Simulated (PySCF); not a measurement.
# SmCl₂: ligand-field states, part 2 of 2

PySCF 2.14.0. Atoms count from 0. Earlier steps stand in the parts before.

## 5. Ligand-field states: state-averaged CASSCF (bond angle at 150°)

The job: settings as JSON, then the geometry in Å.

```
{"job": {"kind": "lf", "basis": {"metal": "x2c-TZVPall", "ligand": "x2c-SVPall"}, "nevpt": false, "roots": {"7": 7, "5": 140, "3": 113, "1": 123}, "reuse": true}, "charge": 0, "metal": "Sm", "open_shell": "f6"}
Sm     0.000000     0.000000     0.000000
Cl     0.678106     0.000000     2.530726
Cl     0.678106     0.000000    -2.530726
```

Level: state-averaged CASSCF of the metal f shell, state-interaction spin-orbit coupling.

Output:

```text
basis functions 140, electrons 96, active (6e, 7o)
start from the orbitals of the previous structure
stage 1: DIIS on the effective Fock matrix, level shift 0.30
cycle   1  E = -11344.3786763248  dE = -1.134e+04  max|g| = 1.670e+01
cycle   2  E = -11344.6640441393  dE = -2.854e-01  max|g| = 2.070e-01
cycle   3  E = -11344.6887648303  dE = -2.472e-02  max|g| = 5.994e-02
cycle   4  E = -11344.6910572974  dE = -2.292e-03  max|g| = 5.622e-02
cycle   5  E = -11344.6943293126  dE = -3.272e-03  max|g| = 2.004e-02
cycle   6  E = -11344.6949025800  dE = -5.733e-04  max|g| = 2.303e-02
cycle   7  E = -11344.6952274070  dE = -3.248e-04  max|g| = 6.606e-03
cycle   8  E = -11344.6952852180  dE = -5.781e-05  max|g| = 1.015e-02
cycle   9  E = -11344.6953198683  dE = -3.465e-05  max|g| = 7.015e-03
cycle  10  E = -11344.6953339339  dE = -1.407e-05  max|g| = 6.710e-03
cycle  11  E = -11344.6953428019  dE = -8.868e-06  max|g| = 5.068e-03
cycle  12  E = -11344.6953493167  dE = -6.515e-06  max|g| = 4.036e-03
cycle  13  E = -11344.6953525954  dE = -3.279e-06  max|g| = 3.124e-03
cycle  14  E = -11344.6953547878  dE = -2.192e-06  max|g| = 2.511e-03
cycle  15  E = -11344.6953559256  dE = -1.138e-06  max|g| = 1.946e-03
cycle  16  E = -11344.6953564276  dE = -5.020e-07  max|g| = 1.537e-03
cycle  17  E = -11344.6953568114  dE = -3.838e-07  max|g| = 1.091e-03
cycle  18  E = -11344.6953569917  dE = -1.803e-07  max|g| = 7.068e-04
cycle  19  E = -11344.6953570812  dE = -8.943e-08  max|g| = 4.858e-04
cycle  20  E = -11344.6953571318  dE = -5.062e-08  max|g| = 2.856e-04
cycle  21  E = -11344.6953571855  dE = -5.369e-08  max|g| = 1.666e-04
cycle  22  E = -11344.6953572358  dE = -5.029e-08  max|g| = 1.383e-04
cycle  23  E = -11344.6953572858  dE = -4.999e-08  max|g| = 1.211e-04
cycle  24  E = -11344.6953573000  dE = -1.419e-08  max|g| = 5.173e-05
cycle  25  E = -11344.6953573128  dE = -1.287e-08  max|g| = 4.345e-05
cycle  26  E = -11344.6953573207  dE = -7.827e-09  max|g| = 3.110e-05
cycle  27  E = -11344.6953573246  dE = -3.964e-09  max|g| = 2.654e-05
cycle  28  E = -11344.6953573264  dE = -1.803e-09  max|g| = 2.138e-05
cycle  29  E = -11344.6953573273  dE = -9.259e-10  max|g| = 1.784e-05
cycle  30  E = -11344.6953573276  dE = -2.710e-10  max|g| = 2.856e-05
cycle  31  E = -11344.6953573279  dE = -2.728e-10  max|g| = 1.860e-05
cycle  32  E = -11344.6953573280  dE = -1.146e-10  max|g| = 1.615e-05
cycle  33  E = -11344.6953573281  dE = -6.366e-11  max|g| = 1.510e-05
cycle  34  E = -11344.6953573282  dE = -8.913e-11  max|g| = 1.430e-05
cycle  35  E = -11344.6953573282  dE = -7.276e-11  max|g| = 1.209e-05
cycle  36  E = -11344.6953573283  dE = -5.457e-11  max|g| = 8.898e-06
converged average energy = -11344.6953573283

 mult deg   label        CASSCF/cm-1   NEVPT2/cm-1
   7   1   7B2                 0.0
   7   1   7A2               312.4
   7   1   7B1               430.2
   7   1   7B2               976.4
   7   1   7A1               978.7
   7   1   7B1              1866.8
   7   1   7A2              1866.8
   5   1   5A1             21622.6
   5   1   5B1             21624.8
   5   1   5A2             21638.6
   5   1   5A1             21888.2
   5   1   5B2             21888.3
   5   1   5B2             24667.5
   5   1   5A1             24667.5
   5   1   5B1             24679.0
   5   1   5A2             24679.0
   5   1   5B1             24702.3
   5   1   5A2             24702.3
   5   1   5B2             24735.2
   5   1   5A1             24735.2
   5   1   5B2             24747.0
   5   1   5A1             24747.0
   5   1   5B1             24821.4
   5   1   5A2             24821.4
   5   1   5A1             24912.0
   5   1   5B2             24913.0
   5   1   5A2             24972.4
   5   1   5B1             24992.4
   5   1   5A1             25008.4
   5   1   5A1             25551.0
   5   1   5B1             25577.4
   5   1   5A2             25600.9
   5   1   5B2             25745.0
   5   1   5A1             25746.6
   5   1   5B1             26034.5
   5   1   5A2             26034.6
   5   1   5B2             26306.2
   5   1   5A1             26306.2
   5   1   5B2             29585.9
   5   1   5A2             29635.0
   5   1   5B1             29650.1
   5   1   5A1             29768.9
   5   1   5B2             29769.6
   5   1   5B1             29872.1
   5   1   5A2             29872.1
   5   1   5B2             29902.9
   5   1   5A1             29902.9
   5   1   5B1             29906.8
   5   1   5A2             29906.8
   5   1   5B2             33473.6
   5   1   5A1             33473.6
   5   1   5B2             33820.5
   5   1   5B1             33839.7
   5   1   5A2             33839.7
   5   1   5A2             33880.8
   5   1   5B1             33889.1
   5   1   5B2             33994.4
   5   1   5A1             33994.4
   5   1   5A2             34099.0
   5   1   5B1             34099.1

spin-orbit levels / cm-1
      0.00  x1  7B2 0.35 7A2 0.24 7B1 0.20
    138.23  x1  7B2 0.37 7A2 0.35 7B1 0.11
    173.13  x1  7B2 0.37 7B1 0.32 7A2 0.13
    611.62  x1  7B2 0.43 7A2 0.26 7B1 0.20
    614.35  x1  7B2 0.43 7B1 0.24 7A2 0.23
    960.65  x1  7A1 0.23 7B2 0.23 7B1 0.17
   1168.66  x1  7A2 0.33 7A1 0.26 7B2 0.24
   1182.80  x1  7B2 0.27 7B1 0.26 7A1 0.24
   1378.48  x1  7B2 0.49 7B1 0.21 7A2 0.16
   1378.50  x1  7B2 0.49 7B1 0.21 7A2 0.16
   1580.94  x1  7A2 0.26 7B1 0.26 7B2 0.15
   1713.13  x1  7A2 0.34 7B1 0.27 7A1 0.27
   1715.77  x1  7A2 0.32 7B1 0.28 7B2 0.27
   1938.32  x1  7B2 0.28 7A1 0.28 7B2 0.22
   1947.54  x1  7A1 0.28 7B2 0.28 7B2 0.21
   2155.45  x1  7A2 0.33 7B1 0.33 7B1 0.16
   2502.14  x1  7B2 0.39 7B2 0.19 7A1 0.18
   2502.27  x1  7B2 0.39 7A1 0.19 7B2 0.18
   2512.22  x1  7A2 0.41 7B1 0.21 7B2 0.15
   2512.34  x1  7A2 0.40 7B1 0.22 7A1 0.15
   2599.67  x1  7B1 0.29 7B2 0.22 7B2 0.20
   2602.40  x1  7B1 0.29 7B2 0.22 7A1 0.20
   2678.04  x1  7A2 0.32 7A2 0.17 7B1 0.16
   2708.84  x1  7B1 0.20 7A2 0.20 7A1 0.19
   2722.78  x1  7B1 0.33 7B1 0.17 7A2 0.17
   3339.71  x1  7B2 0.24 7A2 0.15 7B1 0.13
   3347.57  x1  7A2 0.27 7B2 0.23 7A1 0.22
   3362.17  x1  7B2 0.24 7A2 0.18 7A2 0.13
   3435.69  x1  7B2 0.25 7A2 0.21 7B1 0.19
   3448.07  x1  7B1 0.27 7B2 0.22 7B1 0.20
```

It took 46 s on 1 thread of Arm Neoverse N1, shared host; peak memory 0.67 GiB.

Warnings kept with the result: spin Hamiltonian not valid, low-lying orbital states.

In short:

```tsv
quantity	value
spin-orbit constant ζ	1103 cm⁻¹
```

Powder susceptibility:

```tsv
T (K)	χT (cm³ K/mol)	μ(eff)
2	0.029	0.48
20	0.290	1.52
100	1.184	3.08
300	1.753	3.74
```

## 6. Ligand-field states: state-averaged CASSCF (bond angle at 135°)

Settings changed since step 5:

```diff
@@ -2,3 +2,3 @@
 Sm     0.000000     0.000000     0.000000
-Cl     0.678106     0.000000     2.530726
-Cl     0.678106     0.000000    -2.530726
+Cl     1.002631     0.000000     2.420564
+Cl     1.002631     0.000000    -2.420564
```

Method: state-averaged CASSCF of the metal f shell, state-interaction spin-orbit coupling.

Output:

```text
basis functions 140, electrons 96, active (6e, 7o)
start from the orbitals of the previous structure
stage 1: DIIS on the effective Fock matrix, level shift 0.30
cycle   1  E = -11344.0575966350  dE = -1.134e+04  max|g| = 1.966e+01
cycle   2  E = -11344.6307342055  dE = -5.731e-01  max|g| = 2.729e-01
cycle   3  E = -11344.6817008973  dE = -5.097e-02  max|g| = 8.206e-02
cycle   4  E = -11344.6846700387  dE = -2.969e-03  max|g| = 1.032e-01
cycle   5  E = -11344.6928107663  dE = -8.141e-03  max|g| = 4.499e-02
cycle   6  E = -11344.6947779355  dE = -1.967e-03  max|g| = 3.853e-02
cycle   7  E = -11344.6956804968  dE = -9.026e-04  max|g| = 1.327e-02
cycle   8  E = -11344.6958111743  dE = -1.307e-04  max|g| = 1.613e-02
cycle   9  E = -11344.6959167109  dE = -1.055e-04  max|g| = 8.650e-03
cycle  10  E = -11344.6959428085  dE = -2.610e-05  max|g| = 8.163e-03
cycle  11  E = -11344.6959612051  dE = -1.840e-05  max|g| = 6.934e-03
cycle  12  E = -11344.6959749285  dE = -1.372e-05  max|g| = 5.607e-03
cycle  13  E = -11344.6959831890  dE = -8.261e-06  max|g| = 4.323e-03
cycle  14  E = -11344.6959873334  dE = -4.144e-06  max|g| = 3.010e-03
cycle  15  E = -11344.6959898421  dE = -2.509e-06  max|g| = 2.147e-03
cycle  16  E = -11344.6959908289  dE = -9.868e-07  max|g| = 1.646e-03
cycle  17  E = -11344.6959913936  dE = -5.647e-07  max|g| = 1.189e-03
cycle  18  E = -11344.6959916809  dE = -2.874e-07  max|g| = 8.679e-04
cycle  19  E = -11344.6959918460  dE = -1.651e-07  max|g| = 6.162e-04
cycle  20  E = -11344.6959919889  dE = -1.429e-07  max|g| = 5.539e-04
cycle  21  E = -11344.6959920813  dE = -9.237e-08  max|g| = 4.030e-04
cycle  22  E = -11344.6959921231  dE = -4.184e-08  max|g| = 3.477e-04
cycle  23  E = -11344.6959921556  dE = -3.252e-08  max|g| = 2.629e-04
cycle  24  E = -11344.6959921834  dE = -2.778e-08  max|g| = 1.951e-04
cycle  25  E = -11344.6959922148  dE = -3.141e-08  max|g| = 1.426e-04
cycle  26  E = -11344.6959922306  dE = -1.573e-08  max|g| = 1.195e-04
cycle  27  E = -11344.6959922459  dE = -1.532e-08  max|g| = 6.126e-05
cycle  28  E = -11344.6959922594  dE = -1.350e-08  max|g| = 5.367e-05
cycle  29  E = -11344.6959922699  dE = -1.051e-08  max|g| = 4.184e-05
cycle  30  E = -11344.6959922750  dE = -5.075e-09  max|g| = 3.394e-05
cycle  31  E = -11344.6959922778  dE = -2.827e-09  max|g| = 3.494e-05
cycle  32  E = -11344.6959922794  dE = -1.579e-09  max|g| = 2.964e-05
cycle  33  E = -11344.6959922800  dE = -6.166e-10  max|g| = 1.494e-05
cycle  34  E = -11344.6959922804  dE = -3.874e-10  max|g| = 8.518e-06
converged average energy = -11344.6959922804

 mult deg   label        CASSCF/cm-1   NEVPT2/cm-1
   7   1   7B2                 0.0
   7   1   7A2               119.5
   7   1   7B1               345.3
   7   1   7B2               770.0
   7   1   7A1               778.9
   7   1   7A2              1543.4
   7   1   7B1              1544.0
   5   1   5B1             21437.3
   5   1   5A1             21442.6
   5   1   5A2             21466.9
   5   1   5B2             21669.5
   5   1   5A1             21669.6
   5   1   5B2             24495.2
   5   1   5A1             24495.2
   5   1   5B1             24509.3
   5   1   5A2             24509.3
   5   1   5B1             24521.5
   5   1   5A2             24521.5
   5   1   5B2             24555.8
   5   1   5A1             24555.8
   5   1   5B2             24572.8
   5   1   5A1             24572.8
   5   1   5B1             24636.5
   5   1   5A2             24636.5
   5   1   5A1             24694.7
   5   1   5B2             24698.7
   5   1   5A2             24729.5
   5   1   5B1             24762.3
   5   1   5A1             24767.8
   5   1   5A1             25394.5
   5   1   5B1             25411.8
   5   1   5A2             25461.3
   5   1   5B2             25566.0
   5   1   5A1             25573.2
   5   1   5B1             25813.0
   5   1   5A2             25813.1
   5   1   5B2             26048.0
   5   1   5A1             26048.1
   5   1   5B2             29443.8
   5   1   5A2             29469.8
   5   1   5B1             29500.3
   5   1   5A1             29574.8
   5   1   5B2             29578.3
   5   1   5B1             29659.3
   5   1   5A2             29659.3
   5   1   5B2             29697.4
   5   1   5A1             29697.4
   5   1   5B1             29709.3
   5   1   5A2             29709.3
   5   1   5B2             33367.9
   5   1   5A1             33367.9
   5   1   5B2             33639.3
   5   1   5B1             33641.3
   5   1   5A2             33641.3
   5   1   5A2             33700.1
   5   1   5B1             33724.2
   5   1   5B2             33786.5
   5   1   5A1             33786.5
   5   1   5A2             33889.6
   5   1   5B1             33889.7

spin-orbit levels / cm-1
      0.00  x1  7B2 0.32 7A2 0.27 7B1 0.18
    127.73  x1  7A2 0.37 7B2 0.34 7B1 0.10
    203.80  x1  7B2 0.33 7B1 0.31 7A2 0.15
    626.89  x1  7B2 0.38 7A2 0.31 7B1 0.17
    642.62  x1  7B2 0.39 7B1 0.25 7A2 0.22
    868.96  x1  7A1 0.22 7B2 0.22 7B1 0.18
   1085.84  x1  7A2 0.32 7A1 0.27 7B2 0.23
   1108.40  x1  7B2 0.28 7A1 0.23 7B1 0.23
   1409.62  x1  7B2 0.41 7B1 0.24 7A2 0.16
   1409.86  x1  7B2 0.41 7B1 0.24 7A2 0.16
   1447.28  x1  7A2 0.28 7B1 0.28 7B2 0.14
   1649.93  x1  7A2 0.37 7A1 0.27 7B1 0.23
   1660.20  x1  7A2 0.31 7B2 0.27 7B1 0.25
   1855.43  x1  7B2 0.27 7A1 0.26 7B2 0.22
   1878.86  x1  7A1 0.26 7B2 0.26 7B2 0.19
   2005.49  x1  7A2 0.31 7B1 0.31 7B1 0.17
   2449.87  x1  7A2 0.40 7B1 0.16 7B2 0.16
   2451.23  x1  7A2 0.39 7B1 0.17 7A1 0.16
   2481.14  x1  7B2 0.41 7B2 0.18 7A1 0.17
   2483.85  x1  7B2 0.42 7A1 0.18 7B2 0.17
   2543.83  x1  7B1 0.31 7B2 0.22 7B2 0.18
   2555.57  x1  7A2 0.29 7A2 0.16 7B1 0.15
   2560.79  x1  7B1 0.34 7A1 0.17 7B2 0.17
   2621.21  x1  7A1 0.24 7B2 0.18 7B1 0.18
   2638.56  x1  7B1 0.31 7B1 0.19 7A2 0.18
   3247.16  x1  7A2 0.30 7B2 0.21 7A1 0.19
   3259.93  x1  7B2 0.24 7A2 0.19 7B2 0.15
   3315.44  x1  7B2 0.22 7A2 0.20 7A1 0.17
   3368.37  x1  7B2 0.29 7A2 0.22 7B1 0.16
   3403.31  x1  7B1 0.25 7B2 0.21 7B1 0.20
```

It took 47 s on 1 thread of Arm Neoverse N1, shared host; peak memory 0.67 GiB.

Warnings kept with the result: spin Hamiltonian not valid, low-lying orbital states.

In short:

```tsv
quantity	value
spin-orbit constant ζ	1102 cm⁻¹
```

Powder susceptibility:

```tsv
T (K)	χT (cm³ K/mol)	μ(eff)
2	0.028	0.47
20	0.278	1.49
100	1.127	3.00
300	1.707	3.69
```

## 7. Ligand-field states: state-averaged CASSCF (bond angle at 120°)

Settings changed since step 6:

```diff
@@ -2,3 +2,3 @@
 Sm     0.000000     0.000000     0.000000
-Cl     1.002631     0.000000     2.420564
-Cl     1.002631     0.000000    -2.420564
+Cl     1.310000     0.000000     2.268987
+Cl     1.310000     0.000000    -2.268987
```

Level: state-averaged CASSCF of the metal f shell, state-interaction spin-orbit coupling.

Output:

```text
basis functions 140, electrons 96, active (6e, 7o)
start from the orbitals of the previous structure
stage 1: DIIS on the effective Fock matrix, level shift 0.30
cycle   1  E = -11344.0683218616  dE = -1.134e+04  max|g| = 1.574e+01
cycle   2  E = -11344.6295811229  dE = -5.613e-01  max|g| = 2.831e-01
cycle   3  E = -11344.6804158546  dE = -5.083e-02  max|g| = 9.696e-02
cycle   4  E = -11344.6830875567  dE = -2.672e-03  max|g| = 9.182e-02
cycle   5  E = -11344.6913394003  dE = -8.252e-03  max|g| = 4.170e-02
cycle   6  E = -11344.6934934219  dE = -2.154e-03  max|g| = 2.822e-02
cycle   7  E = -11344.6943459554  dE = -8.525e-04  max|g| = 9.381e-03
cycle   8  E = -11344.6944532027  dE = -1.072e-04  max|g| = 1.141e-02
cycle   9  E = -11344.6945590411  dE = -1.058e-04  max|g| = 6.444e-03
cycle  10  E = -11344.6945797509  dE = -2.071e-05  max|g| = 6.636e-03
...
cycle  27  E = -11344.6946209807  dE = -2.052e-08  max|g| = 5.850e-05
cycle  28  E = -11344.6946209890  dE = -8.285e-09  max|g| = 3.825e-05
cycle  29  E = -11344.6946209953  dE = -6.310e-09  max|g| = 2.942e-05
cycle  30  E = -11344.6946209984  dE = -3.178e-09  max|g| = 1.678e-05
cycle  31  E = -11344.6946209996  dE = -1.184e-09  max|g| = 1.360e-05
cycle  32  E = -11344.6946210003  dE = -7.203e-10  max|g| = 1.447e-05
cycle  33  E = -11344.6946210006  dE = -2.983e-10  max|g| = 1.723e-05
cycle  34  E = -11344.6946210008  dE = -1.528e-10  max|g| = 1.753e-05
cycle  35  E = -11344.6946210009  dE = -1.164e-10  max|g| = 1.526e-05
cycle  36  E = -11344.6946210010  dE = -9.277e-11  max|g| = 1.204e-05
cycle  37  E = -11344.6946210011  dE = -4.911e-11  max|g| = 9.486e-06
converged average energy = -11344.6946210011

 mult deg   label        CASSCF/cm-1   NEVPT2/cm-1
   7   1   7A2                 0.0
   7   1   7B2                37.3
   7   1   7B1               324.9
   7   1   7B2               612.1
   7   1   7A1               626.4
   7   1   7A2              1246.8
   7   1   7B1              1249.5
   5   1   5B1             21292.7
   5   1   5A1             21304.9
   5   1   5A2             21341.7
   5   1   5B2             21490.6
   5   1   5A1             21492.0
   5   1   5B1             24366.2
   5   1   5A2             24366.2
   5   1   5B2             24367.6
   5   1   5A1             24367.6
   5   1   5B1             24401.9
   5   1   5A2             24401.9
   5   1   5B2             24407.4
   5   1   5A1             24407.4
   5   1   5B2             24446.0
   5   1   5A1             24446.0
   5   1   5A2             24488.1
   5   1   5B1             24488.2
   5   1   5A1             24517.9
   5   1   5B2             24525.2
   5   1   5A2             24536.8
   5   1   5B1             24574.8
   5   1   5A1             24575.9
   5   1   5A1             25282.6
   5   1   5B1             25289.3
   5   1   5A2             25370.0
   5   1   5B2             25433.4
   5   1   5A1             25452.9
   5   1   5B1             25634.1
   5   1   5A2             25634.7
   5   1   5B2             25824.7
   5   1   5A1             25824.8
   5   1   5B2             29338.1
   5   1   5A2             29346.3
   5   1   5B1             29393.0
   5   1   5A1             29426.5
   5   1   5B2             29437.6
   5   1   5A2             29491.9
   5   1   5B1             29492.1
   5   1   5B2             29530.4
   5   1   5A1             29530.4
   5   1   5B1             29550.0
   5   1   5A2             29550.0
   5   1   5B2             33307.3
   5   1   5A1             33307.3
   5   1   5B1             33494.5
   5   1   5A2             33494.5
   5   1   5B2             33507.8
   5   1   5A2             33560.4
   5   1   5B1             33613.0
   5   1   5A1             33624.5
   5   1   5B2             33624.6
   5   1   5A2             33716.9
   5   1   5B1             33717.7

spin-orbit levels / cm-1
      0.00  x1  7B2 0.29 7A2 0.29 7B1 0.16
    117.78  x1  7A2 0.38 7B2 0.34 7B1 0.09
    245.29  x1  7B1 0.30 7B2 0.28 7A2 0.17
    623.18  x1  7A2 0.36 7B2 0.30 7A1 0.12
    683.88  x1  7B2 0.34 7B1 0.27 7A2 0.22
    798.26  x1  7B1 0.23 7A1 0.20 7B2 0.19
   1011.80  x1  7A2 0.31 7A1 0.28 7B2 0.22
   1033.76  x1  7B2 0.27 7A1 0.23 7B1 0.21
   1296.24  x1  7A2 0.30 7B1 0.30 7B2 0.14
   1443.37  x1  7B2 0.33 7B1 0.25 7A2 0.16
   1444.62  x1  7B2 0.32 7B1 0.25 7A2 0.16
   1596.24  x1  7A2 0.38 7A1 0.26 7B1 0.19
   1617.58  x1  7A2 0.30 7B2 0.28 7B1 0.21
   1762.66  x1  7B2 0.25 7A1 0.23 7B2 0.23
   1801.47  x1  7B2 0.23 7A1 0.22 7A2 0.17
   1858.90  x1  7A2 0.29 7B1 0.29 7B1 0.17
   2397.45  x1  7A2 0.39 7A1 0.16 7A2 0.15
   2405.85  x1  7A2 0.37 7B2 0.17 7A1 0.14
   2422.46  x1  7A2 0.28 7B2 0.19 7A2 0.14
   2464.09  x1  7B2 0.43 7B1 0.19 7B2 0.17
   2466.52  x1  7B1 0.31 7B2 0.29 7B2 0.17
   2482.61  x1  7B2 0.27 7B2 0.25 7A2 0.19
   2514.38  x1  7B1 0.37 7A2 0.21 7A1 0.15
   2554.03  x1  7A1 0.26 7B1 0.19 7B2 0.14
   2559.17  x1  7B1 0.28 7B1 0.20 7A2 0.18
   3157.25  x1  7A2 0.31 7B2 0.17 7A1 0.16
   3173.95  x1  7B2 0.27 7A2 0.23 7B2 0.13
   3269.49  x1  7A2 0.23 7A1 0.18 7B2 0.18
   3308.73  x1  7B2 0.32 7A2 0.24 7A2 0.14
   3369.15  x1  7B1 0.23 7B1 0.20 7B2 0.18
```

Run time: 47 s. Hardware: 1 thread of Arm Neoverse N1, shared host; peak memory 0.67 GiB.

Warnings kept with the result: spin Hamiltonian not valid, low-lying orbital states.

In short:

```tsv
quantity	value
spin-orbit constant ζ	1102 cm⁻¹
```

Powder susceptibility:

```tsv
T (K)	χT (cm³ K/mol)	μ(eff)
2	0.027	0.47
20	0.272	1.48
100	1.073	2.93
300	1.665	3.65
```

## 8. The runs side by side

From the CASSCF states (cm⁻¹; the spread is that of the fitted one-electron ligand-field levels):

```tsv
step	setting	ground state	next state	orbital spread	ζ	μ(eff), 300 K
2	as given	7Sigmag-	7Pig at 534	2317	1103	3.80
3	bond angle at 170	7B2	7A2 at 506	2278	1103	3.79
4	bond angle at 160	7B2	7A2 at 427	2169	1103	3.77
5	bond angle at 150	7B2	7A2 at 312	2006	1103	3.74
6	bond angle at 135	7B2	7A2 at 120	1700	1102	3.69
7	bond angle at 120	7A2	7B2 at 37	1374	1102	3.65
```

## 9. Results

This closing draws on all 2 parts.

| quantity | value |
| --- | --- |
| spin-orbit constant ζ (step 2, state-averaged CASSCF) | 1103 cm⁻¹ |
| ground multiplicity, μ(eff) at 300 K (step 2, 2 donors at 2.62 Å) | 7, 3.80 μB |
| ground multiplicity, μ(eff) at 300 K (step 3, 2 donors at 2.62 Å) | 7, 3.79 μB |
| ground multiplicity, μ(eff) at 300 K (step 4, 2 donors at 2.62 Å) | 7, 3.77 μB |
| ground multiplicity, μ(eff) at 300 K (step 5, 2 donors at 2.62 Å) | 7, 3.74 μB |
| ground multiplicity, μ(eff) at 300 K (step 6, 2 donors at 2.62 Å) | 7, 3.69 μB |
| ground multiplicity, μ(eff) at 300 K (step 7, 2 donors at 2.62 Å) | 7, 3.65 μB |

In step 2, χT goes from 0.03 at 2 K to 1.81 cm³ K/mol at 300 K, as higher levels fill or mix in. The spread of the ligand-field levels runs from 1374 cm⁻¹ (bond angle at 120) to 2317 cm⁻¹ (as given); μ(eff) at 300 K: 3.65 to 3.80 μB.
